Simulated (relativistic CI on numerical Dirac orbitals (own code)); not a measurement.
# Cr³⁺: one ion under different settings

Aim: see what numerical and physical settings do to the SCF, the total energy and the lowest levels of Cr³⁺.

Program: relativistic CI on numerical Dirac orbitals (own code) version 3. Level of theory: Dirac-Coulomb-Breit CI, KLI orbitals optimised for each configuration, model QED (radiative potential, 1s self-energy scaled to tabulated hydrogen-like ionisation energies), numerical settings as typed. These are calculated values, not measurements, unless marked.

**1. The system**

* ion: Cr³⁺ (Cr IV)
* nuclear charge: 24
* electrons: 21
* isotope: A = 52

**2. The usual input**

Settings of the run:

```ini
atom Cr  Z=24  charge=3  electrons=21
nucleus A=52  rms_radius_fm=3.6452
hamiltonian dirac-coulomb  breit=on  qed=on  c_scale=1
orbitals kli  potential=per-configuration
slater_scale 1
correlation none
mixing on
grid step=0.0125 r_max=37.3
scf mixing=0.4 start=green max_iterations=150 tolerance=2e-08 node_fill=0.05
configurations
  [Ar] 3d3
  [Ar] 3d2 4s
  [Ar] 3d2 4p
end
```

The run is started by

```bash
> python run_levels.py task.json out
```

task.json lists these runs, among others, and the program works through them in turn.

**3. Iteration limit 30**

The settings differ from step 2 so:

```diff
@@ -8,3 +8,3 @@
 grid step=0.0125 r_max=37.3
-scf mixing=0.4 start=green max_iterations=150 tolerance=2e-08 node_fill=0.05
+scf mixing=0.4 start=green max_iterations=30 tolerance=2e-08 node_fill=0.05
 configurations
```

**4. Breit term off**

Settings of the run:

```ini
atom Cr  Z=24  charge=3  electrons=21
nucleus A=52  rms_radius_fm=3.6452
hamiltonian dirac-coulomb  breit=off  qed=on  c_scale=1
orbitals kli  potential=per-configuration
slater_scale 1
correlation none
mixing on
grid step=0.0125 r_max=37.3
scf mixing=0.4 start=green max_iterations=150 tolerance=2e-08 node_fill=0.05
configurations
  [Ar] 3d3
  [Ar] 3d2 4s
  [Ar] 3d2 4p
end
```

**5. Speed-of-light factor 1.25**

The settings differ from step 4 so:

```diff
@@ -2,3 +2,3 @@
 nucleus A=52  rms_radius_fm=3.6452
-hamiltonian dirac-coulomb  breit=off  qed=on  c_scale=1
+hamiltonian dirac-coulomb  breit=on  qed=on  c_scale=1.25
 orbitals kli  potential=per-configuration
```

**6. Start potential bare, Slater scale 1.2**

Settings of the run:

```ini
atom Cr  Z=24  charge=3  electrons=21
nucleus A=52  rms_radius_fm=3.6452
hamiltonian dirac-coulomb  breit=on  qed=on  c_scale=1
orbitals kli  potential=per-configuration
slater_scale 1.2
correlation none
mixing on
grid step=0.0125 r_max=37.3
scf mixing=0.4 start=bare max_iterations=150 tolerance=2e-08 node_fill=0.05
configurations
  [Ar] 3d3
  [Ar] 3d2 4s
  [Ar] 3d2 4p
end
```

**7. Nuclear radius 364.52**

Settings of the run:

```ini
atom Cr  Z=24  charge=3  electrons=21
nucleus A=52  rms_radius_fm=364.5200
hamiltonian dirac-coulomb  breit=on  qed=on  c_scale=1
orbitals kli  potential=per-configuration
slater_scale 1
correlation none
mixing on
grid step=0.0125 r_max=37.3
scf mixing=0.4 start=green max_iterations=78 tolerance=2e-08 node_fill=0.05
configurations
  [Ar] 3d3
  [Ar] 3d2 4s
  [Ar] 3d2 4p
end
```

**8. Tolerance 1e-14**

Settings of the run:

```ini
atom Cr  Z=24  charge=3  electrons=21
nucleus A=52  rms_radius_fm=3.6452
hamiltonian dirac-coulomb  breit=on  qed=on  c_scale=1
orbitals kli  potential=per-configuration
slater_scale 1
correlation none
mixing on
grid step=0.0125 r_max=37.3
scf mixing=0.4 start=green max_iterations=89 tolerance=1e-14 node_fill=0.05
configurations
  [Ar] 3d3
  [Ar] 3d2 4s
  [Ar] 3d2 4p
end
```

(Steps that only read results are left out.)

Before running it: what results should come out? Wanted: lowest level, usual settings; total energy; first excitation.

As calculated:

| setting | total energy less usual (Ha) | largest shift of a level among the lowest eight of both runs, same label and place (cm⁻¹) | SCF iterations | time | lowest level | kind of change |
| --- | --- | --- | --- | --- | --- | --- |
| usual | 0 | 0 | 33 | 0.1 s | 3d3 4F3/2 | - |
| iteration limit 30 | 0 | 0 | 33 | 0.098 s | 3d3 4F3/2 | numerical |
| Breit term off | -0.357 | 175 | 33 | 0.092 s | 3d3 4F3/2 | model term |
| speed-of-light factor 1.25 | 2.21 | 319 | 33 | 0.11 s | 3d3 4F3/2 | unphysical constant |
| start potential bare, Slater scale 1.2 | -0.02 | 3500 | 42 | 0.13 s | 3d3 4F3/2 | model term |
| nuclear radius 364.52 | 17.6 | 62.5 | 33 | 0.11 s | 3d3 4F3/2 | unsound |
| tolerance 1e-14 | 0 | 0 | 85 | 0.15 s | 3d3 4F3/2 | extreme, harmless here |

| quantity | value |
| --- | --- |
| lowest level, usual settings | 3d3 4F3/2 |
| total energy | -1047.3383 Ha |
| first excitation | 222.8 cm⁻¹ |

What this shows: Among the runs whose levels can be followed, they move most under «start potential bare, Slater scale 1.2» (model term), by up to 3500 cm⁻¹. No visible change in the result comes from «iteration limit 30» or «tolerance 1e-14». «Tolerance 1e-14» costs 85 SCF iterations against 33. Only the listed configurations are in the model. In a near-neutral ion this small CI can misplace whole configurations by 10,000 cm⁻¹ or more.
